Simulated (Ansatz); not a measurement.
**SiH2O3: functionals against CCSD(T) at one geometry**

How do the functionals fare away from a minimum? The structure is a structure displaced at random from a GFN2-xTB minimum.

Program: Ansatz 0.2.0, Gaussian basis. Level of theory: single points in def2-TZVPP. These are calculated values, not measurements.

Correlated methods freeze the cores. B3LYP uses VWN-RPA correlation.

### 1 The system as given

6 atoms, charge 0, spin multiplicity 1.

Atoms are counted from 1 here; the program's logs count them from 0.

Bond lengths: O1–Si2 1.497 Å, Si2–O3 1.635 Å, Si2–O4 1.599 Å, O3–H5 0.951 Å, O4–H6 0.964 Å. Angles: O1–Si2–O3 125.1°, O1–Si2–O4 129.7°, O3–Si2–O4 105.3°, Si2–O3–H5 120.4°, Si2–O4–H6 120.6°.

As a file:

```mol
H2O3Si
  3D, bonds by distance, orders not assigned

  6  5  0  0  0  0  0  0  0  0999 V2000
   -0.3195   -1.6450    1.0865 O   0  0
   -0.2308   -0.3809    0.2895 Si  0  0
    1.1261    0.1855   -0.4258 O   0  0
   -1.3647    0.6944   -0.0475 O   0  0
    1.9441   -0.2940   -0.3550 H   0  0
   -1.1670    1.4604   -0.5991 H   0  0
  1  2  8  0
  2  3  8  0
  2  4  8  0
  3  5  8  0
  4  6  8  0
M  END
```

### 2 CCSD(T)/def2-TZVPP

The input, run/in.yaml:

```yaml
crystal:
  periodic: [false, false, false]
  atoms:
    - {symbol: O, position_ang: [-0.319500, -1.645000, 1.086500]}
    - {symbol: Si, position_ang: [-0.230800, -0.380900, 0.289500]}
    - {symbol: O, position_ang: [1.126100, 0.185500, -0.425800]}
    - {symbol: O, position_ang: [-1.364700, 0.694400, -0.047500]}
    - {symbol: H, position_ang: [1.944100, -0.294000, -0.355000]}
    - {symbol: H, position_ang: [-1.167000, 1.460400, -0.599100]}
basis:
  gaussian: {orbitals: def2-TZVPP}
correlation: {method: ccsd_t}
output: {forces: true}
```

The command line of these runs was not kept.

### 3 PBE0-D4/def2-TZVPP

run/in.yaml: that of step 2 with these lines changed.

```diff
@@ -11,3 +11,3 @@
   gaussian: {orbitals: def2-TZVPP}
-correlation: {method: ccsd_t}
-output: {forces: true}
+hamiltonian: {xc: pbe0, dispersion: d4}
+output: {forces: true, orbitals: {seedname: orbitals}}
```

### 4 wB97M-V/def2-TZVPP

run/in.yaml: that of step 3 with these lines changed.

```diff
@@ -11,3 +11,3 @@
   gaussian: {orbitals: def2-TZVPP}
-hamiltonian: {xc: pbe0, dispersion: d4}
-output: {forces: true, orbitals: {seedname: orbitals}}
+hamiltonian: {xc: {name: wB97M-V}}
+output: {forces: true}
```

### 5 r2SCAN-D4/def2-TZVPP

run/in.yaml: that of step 4 with these lines changed.

```diff
@@ -11,3 +11,3 @@
   gaussian: {orbitals: def2-TZVPP}
-hamiltonian: {xc: {name: wB97M-V}}
+hamiltonian: {xc: r2scan, dispersion: d4}
 output: {forces: true}
```

### 6 PBE-D4/def2-TZVPP

run/in.yaml: that of step 5 with these lines changed.

```diff
@@ -11,3 +11,3 @@
   gaussian: {orbitals: def2-TZVPP}
-hamiltonian: {xc: r2scan, dispersion: d4}
+hamiltonian: {xc: pbe, dispersion: d4}
 output: {forces: true}
```

### 7 B3LYP-D4/def2-TZVPP

run/in.yaml: that of step 6 with these lines changed.

```diff
@@ -11,3 +11,3 @@
   gaussian: {orbitals: def2-TZVPP}
-hamiltonian: {xc: pbe, dispersion: d4}
+hamiltonian: {xc: {name: B3LYP}, dispersion: d4}
 output: {forces: true}
```

### 8 CAM-B3LYP-D4/def2-TZVPP

run/in.yaml: that of step 7 with these lines changed.

```diff
@@ -11,3 +11,3 @@
   gaussian: {orbitals: def2-TZVPP}
-hamiltonian: {xc: {name: B3LYP}, dispersion: d4}
+hamiltonian: {xc: {name: CAM-B3LYP}, dispersion: d4}
 output: {forces: true}
```

(Steps that only read results are left out.)

What does the calculation give? Wanted: energy less free atoms, CCSD(T)/def2-TZVPP; RMS force component; RMS force error; HOMO and LUMO, PBE0-D4; T1 diagnostic.

As calculated:

| quantity | value |
| --- | --- |
| energy less free atoms, CCSD(T)/def2-TZVPP | -577.0 kcal/mol |
| RMS force component | 0.430 to 0.706 eV/Å over the methods |
| RMS force error | PBE0-D4 0.145, wB97M-V 0.134, r2SCAN-D4 0.075, PBE-D4 0.269, B3LYP-D4 0.107, CAM-B3LYP-D4 0.236 eV/Å |
| HOMO and LUMO, PBE0-D4 | -8.42 and -0.99 eV |
| T1 diagnostic | 0.015 |

Against CCSD(T) the functionals' energies less atoms differ by -30.9 to -7.1 kcal/mol, PBE-D4 by -30.9 kcal/mol. The reference is not at the basis limit: in triple zeta CCSD(T) underbinds, which counts against methods that bind more; the gaps are no ranking. On forces the order runs from r2SCAN-D4 to PBE-D4. Frozen-core CCSD(T) forces in triple zeta carry basis errors of their own, and this is one geometry, so small gaps rank nothing.
